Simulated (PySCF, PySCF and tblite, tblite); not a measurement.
# CF3SO3SiMe3 (C₄H₉F₃O₃SSi): conformers and averaged spectra, part 2 of 2

PySCF and tblite. Atoms count from 0.

## Step 4: Shieldings, conformer 2: PBE0/6-31G*

Job settings and geometry (Å):

```
{"job": {"xc": "PBE0", "basis": "6-31G*", "kind": "nmr", "pop": false}, "charge": 0, "multiplicity": 1}
C     -2.341477     0.442821     0.005119
Si    -0.489875     0.790424     0.239727
C      0.402078     1.375747    -1.330788
C     -0.094859     1.842798     1.769614
O      0.226908    -0.679478     0.724499
S      0.145409    -1.929529    -0.141868
O     -0.378662    -1.648275    -1.432667
O     -0.356293    -3.034445     0.588818
C      1.984035    -2.186388    -0.352003
F      2.570140    -2.362561     0.826917
F      2.513955    -1.101286    -0.918078
F      2.257823    -3.232964    -1.122493
H     -2.772270    -0.005420     0.898439
H     -2.908213     1.341688    -0.219069
H     -2.483880    -0.258851    -0.813173
H      0.249597     0.660715    -2.135341
H      0.038798     2.341928    -1.667544
H      1.474750     1.464721    -1.170710
H     -0.468973     2.850991     1.633690
H      0.974199     1.907072     1.949199
H     -0.552110     1.437235     2.667243
```

Output:

```text
coarse grid: 19688 points
cycle   1  E = -1369.3457874402  dE =  2.660e+00  |g| = 1.552e+00  |ddm| = 4.604e+00
cycle   2  E = -1368.3951179734  dE =  9.507e-01  |g| = 2.788e+00  |ddm| = 3.263e+00
cycle   3  E = -1369.7882216261  dE = -1.393e+00  |g| = 2.855e-01  |ddm| = 2.309e+00
cycle   4  E = -1369.8016219052  dE = -1.340e-02  |g| = 1.421e-01  |ddm| = 3.416e-01
cycle   5  E = -1369.8050509444  dE = -3.429e-03  |g| = 4.178e-02  |ddm| = 1.295e-01
cycle   6  E = -1369.8054191984  dE = -3.683e-04  |g| = 6.849e-03  |ddm| = 3.834e-02
cycle   7  E = -1369.8054289427  dE = -9.744e-06  |g| = 2.204e-03  |ddm| = 7.269e-03
final grid: 185288 points
cycle   8  E = -1369.7260314527  dE = -3.114e-05  |g| = 1.253e-02  |ddm| = 2.759e-02
cycle   9  E = -1369.7260087721  dE =  2.268e-05  |g| = 1.669e-02  |ddm| = 2.435e-02
cycle  10  E = -1369.7260660750  dE = -5.730e-05  |g| = 2.524e-03  |ddm| = 1.395e-02
cycle  11  E = -1369.7260673512  dE = -1.276e-06  |g| = 3.519e-04  |ddm| = 2.243e-03
cycle  12  E = -1369.7260673688  dE = -1.752e-08  |g| = 1.940e-04  |ddm| = 4.264e-04
cycle  13  E = -1369.7260673757  dE = -6.929e-09  |g| = 3.288e-05  |ddm| = 1.596e-04
cycle  14  E = -1369.7260673759  dE = -1.860e-10  |g| = 1.285e-05  |ddm| = 3.462e-05
converged SCF energy = -1369.7260673759

GIAO shielding tensors (ppm)
atom      isotropic    diamagn.    paramagn.     s11        s22        s33       span
  0 C      193.025     254.589     -61.564    183.897    192.511    202.668     18.772
  1 Si     376.052     883.897    -507.845    361.440    380.745    385.971     24.531
  2 C      194.453     255.537     -61.084    185.534    195.994    201.829     16.296
  3 C      195.166     253.002     -57.837    188.025    194.059    203.414     15.389
  4 O      169.169     409.548    -240.379    119.309    132.222    255.976    136.668
  5 S      284.994    1051.537    -766.543    155.355    236.624    463.004    307.649
  6 O      151.486     400.665    -249.179    119.265    150.279    184.915     65.650
  7 O      149.157     392.678    -243.521    118.115    146.110    183.245     65.129
  8 C       72.627     256.510    -183.883     64.852     76.221     76.808     11.956
  9 F      278.630     473.409    -194.779    219.244    259.206    357.438    138.194
 10 F      278.494     479.033    -200.539    220.404    257.671    357.406    137.002
 11 F      283.404     467.780    -184.376    222.612    266.355    361.246    138.634
 12 H       31.760      31.397       0.363     27.888     29.406     37.987     10.100
 13 H       32.224      30.547       1.677     27.847     29.009     39.817     11.970
 14 H       31.212      31.942      -0.730     25.760     31.520     36.356     10.596
 15 H       31.113      33.068      -1.955     26.228     31.027     36.084      9.857
 16 H       32.374      31.345       1.029     27.942     29.237     39.943     12.001
 17 H       31.945      33.110      -1.165     27.852     30.380     37.603      9.751
 18 H       32.473      30.331       2.142     28.126     29.619     39.673     11.547
 19 H       31.982      31.854       0.128     27.344     30.420     38.183     10.839
 20 H       31.936      31.158       0.778     27.537     29.756     38.516     10.979
```

Run time: 45 s. Hardware: 1 thread of Intel Xeon Platinum 8375C at 2.90GHz, shared host; peak memory 1 GiB.

In short: HOMO -8.83 eV, LUMO 1.14 eV; dipole 4.12 D.

## Step 5: Boltzmann average: properties at PBE0/6-31G*

Job settings and geometry (Å):

```
{"job": {"study": "conf", "smiles": "C[Si](C)(C)OS(=O)(=O)C(F)(F)F", "search": {"seed": 6578, "n_embed": 90, "ff_keep": 18, "window": 3.0, "nmax": 10, "temps": [200, 250, 298.15, 350, 400], "t_ref": 298.15, "order": 0.001}, "level": {"nmr": {"xc": "PBE0", "basis": "6-31G*"}}, "kind": "conf"}, "charge": 0, "multiplicity": 1}
C     -2.341477     0.442821     0.005119
Si    -0.489875     0.790424     0.239727
C      0.402078     1.375747    -1.330788
C     -0.094859     1.842798     1.769614
O      0.226908    -0.679478     0.724499
S      0.145409    -1.929529    -0.141868
O     -0.378662    -1.648275    -1.432667
O     -0.356293    -3.034445     0.588818
C      1.984035    -2.186388    -0.352003
F      2.570140    -2.362561     0.826917
F      2.513955    -1.101286    -0.918078
F      2.257823    -3.232964    -1.122493
H     -2.772270    -0.005420     0.898439
H     -2.908213     1.341688    -0.219069
H     -2.483880    -0.258851    -0.813173
H      0.249597     0.660715    -2.135341
H      0.038798     2.341928    -1.667544
H      1.474750     1.464721    -1.170710
H     -0.468973     2.850991     1.633690
H      0.974199     1.907072     1.949199
H     -0.552110     1.437235     2.667243
```

Output:

```text
conformer  sym    E(xTB)   E(DFT)   G(298.15 K)  weight  dipole/D
    1     C1      0.115    1.310    0.919   0.1748    3.892
    2     C1      0.000    0.000    0.000   0.8252    4.118

mean shielding (ppm) by class
class atoms           200 K      250 K   298.15 K      350 K      400 K
  0 C  0,2,3        194.225    194.233    194.239    194.245     194.25
  1 Si 1            376.055    376.057    376.059    376.061    376.062
  2 O  4            169.017    168.915    168.824     168.74    168.673
  3 S  5            284.731    284.555    284.397    284.251    284.134
  4 O  6,7          150.242    150.189    150.141    150.097    150.062
  5 C  8             72.634     72.639     72.644     72.648     72.651
  6 F  9,10,11      280.129    280.097    280.068    280.042    280.021
  7 H  12,13,14      31.888     31.886     31.884     31.883     31.881
```

It took 2 min on 1 thread of Intel Xeon Platinum 8375C at 2.90GHz, shared host. This counts the runs that the step sums up.

The search (ETKDG and KDG, MMFF94s, GFN2-xTB) embedded 90 structures, kept 2 distinct ones after the force field and 2 after xTB; 2 were carried on (window 3.0 kcal/mol at the search's own energies). Energies: PBE0/6-31G* with D3(BJ).

Conformer by conformer (298 K):

| no. | group | mirror pair | ΔE xTB | ΔE DFT | ΔG | weight (%) | μ (D) | C0–Si1–O4–S5 (°) | Si1–O4–S5–O6 (°) | A, B, C (GHz) |
| --- | --- | --- | --- | --- | --- | --- | --- | --- | --- | --- |
| 1 | C1 | yes | 0.12 | 1.31 | 0.92 | 17.5 | 3.89 | 161 | 42 | 1.26, 0.49, 0.47 |
| 2 | C1 | yes | 0.00 | 0.00 | 0.00 | 82.5 | 4.12 | 59 | 10 | 1.20, 0.53, 0.49 |

Energies in kcal/mol. ΔG holds xTB vibrations and rotation, symmetry numbers and mirror pairs.

Weights (%) by temperature:

| no. | 200 K | 250 K | 298 K | 350 K | 400 K |
| --- | --- | --- | --- | --- | --- |
| 2 | 92.3 | 87.1 | 82.5 | 78.2 | 74.8 |
| 1 | 7.7 | 12.9 | 17.5 | 21.8 | 25.2 |

How the weights hang on the way they are made:

| scheme | 2 | 1 | mean μ (D) |
| --- | --- | --- | --- |
| DFT free energy | 83 | 17 | 4.08 |
| DFT energy, symmetry counted | 90 | 10 | 4.10 |
| DFT energy alone | 90 | 10 | 4.10 |
| xTB energy, symmetry counted | 55 | 45 | 4.02 |
| xTB free energy | 39 | 61 | 3.98 |
| lowest conformer only | 100 | 0 | 4.12 |
| equal weights | 50 | 50 | 4.00 |

Shifts against references run at the same level (¹H TMS 32.41, ¹⁹F CFCl3 192.5, ¹³C TMS 196.4, ²⁹Si TMS 415.5, ¹⁷O H2O 326.0 ppm of shielding), by class of atoms, at 298 K:

| atoms | environment | no. 2 | no. 1 | average | measured |
| --- | --- | --- | --- | --- | --- |
| C8 | CF3 carbon | 123.8 | 123.7 | 123.7 | – |
| C0, C2, C3 | methyl carbon bonded to Si | 2.2 | 2.0 | 2.1 | – |
| H12, H13, H14 and 6 more | hydrogen on a methyl carbon bonded to Si | 0.52 | 0.56 | 0.53 | – |
| Si1 | silicon bonded to 3 C, O | 39.4 | 39.4 | 39.4 | – |
| O6, O7 | S=O oxygen | 175.6 | 176.7 | 175.8 | – |
| O4 | oxygen bonded to S, Si | 156.8 | 158.8 | 157.1 | – |
| S5 | sulfonyl sulfur | 285 (σ) | 282 (σ) | 284 (σ) | – |
| F9, F10, F11 | fluorine of an SCF3 group | -87.6 | -87.0 | -87.5 | -77.5 |

Measured: G. Saielli, R. Bini, A. Bagno, Computational 19F NMR. 2. Organic compounds, RSC Adv. 2014, ESI (exp. from Berger-Braun-Kalinowski 1994 and Everett 1995).

## Step 6: Results

What follows sums up all 2 parts.

| quantity | value |
| --- | --- |
| conformers | 2; the first in weight is no. 2 (C1), 83 % at 298 K |
| root-mean-square dipole | 4.08 D |
| averaged ¹³C shifts (PBE0/6-31G*) | 123.7, 2.1 ppm |
| averaged ¹H shifts (PBE0/6-31G*) | 0.53 ppm |
| averaged ¹⁹F shifts (PBE0/6-31G*) | -87.5 ppm |

At 298 K conformer 2 holds 83 % of the ensemble (92 % at 200 K, 75 % at 400 K). Among conformers over 5 %, H12, H13, H14 and 6 more differ by 0.04 ppm, while the average moves by 0.01 ppm from 200 to 400 K. Against 1 measured ¹⁹F shift the average misses by 10.0 ppm, the leading conformer alone by 10.1 ppm. Vibration and solvent are missing from the shifts, so part of that gap is not the functional's.
